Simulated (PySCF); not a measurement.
O2TiF2H2, in a box:

```xyz
7
Lattice="14.0000 0.0000 0.0000 0.0000 12.0000 0.0000 0.0000 0.0000 12.0000" Properties=species:S:1:pos:R:3 pbc="T T T"
O     5.7093    6.7141    7.2083
Ti    6.9116    6.0914    6.0559
O     8.3503    5.6084    6.9823
F     6.2630    4.7264    5.1539
F     7.3216    7.3156    4.8596
H     4.8223    7.0694    7.1339
H     9.2037    5.2339    6.7592
```

Base run:

```yaml
Program: PySCF 2.14.0
Functional: TM
Potentials_or_basis: def2-svp (all-electron)
k_mesh: 1 × 1 × 1
Occupations: fixed
Spin: no spin polarisation
```

Its results: gap between the frontier levels 5.12 eV.

Task: After a change of settings the same cell gave: gap between the frontier levels 7.04 eV. Which change was it?
A. functional from TM to B3LYP5; dispersion from none to D3(BJ)
B. functional from TM to TPSS; dispersion from none to D3(OP)
C. functional from TM to N12; dispersion from none to D3

Result: A.

Caveats: this is a molecule in a periodic box at the Γ point, so its band gap is the HOMO-LUMO gap; the basis of atomic orbitals isn't converged, which shifts pressures, moduli and gaps.

Runs at the PBE level aren't shown here.
